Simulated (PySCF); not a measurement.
# C2H5FOSi: the cost of one run

Computed with PySCF 2.14.0 and routines of our own; the level stands in each step. Atoms count from 0.

## Step 1: The starting structure

10 atoms, charge 0, multiplicity 1; geometry from: GFN2-xTB.

## Step 2: Relaxing the molecule at PBE0-D3(BJ)/def2-SVP

Job settings and geometry (Å):

```
{"job": {"xc": "PBE0", "basis": "def2-SVP", "d3": "d3bj", "grid": 1, "kind": "geom"}, "charge": 0, "multiplicity": 1}
F      2.891978    -0.527931    -0.052057
C      1.554915    -0.412908     0.053165
C      0.916298     0.585552    -0.535525
O     -0.402731     0.788408    -0.492263
Si    -1.631254    -0.005299     0.238268
H      1.106258    -1.195316     0.644408
H      1.453405     1.329257    -1.112513
H     -1.721470    -1.380410    -0.254499
H     -1.437830    -0.025387     1.688846
H     -2.720687     0.848688    -0.200358
```

On the command line:

```console
> OMP_NUM_THREADS=1 python excited_run.py task.json out
```

One launch serves the whole session: the jobs run in the order shown.

**Question.** How long does this first job take on 1 thread of Arm Neoverse N1, shared host, and how much memory does it need?

About 33 s, with a peak of 0.52 GiB.
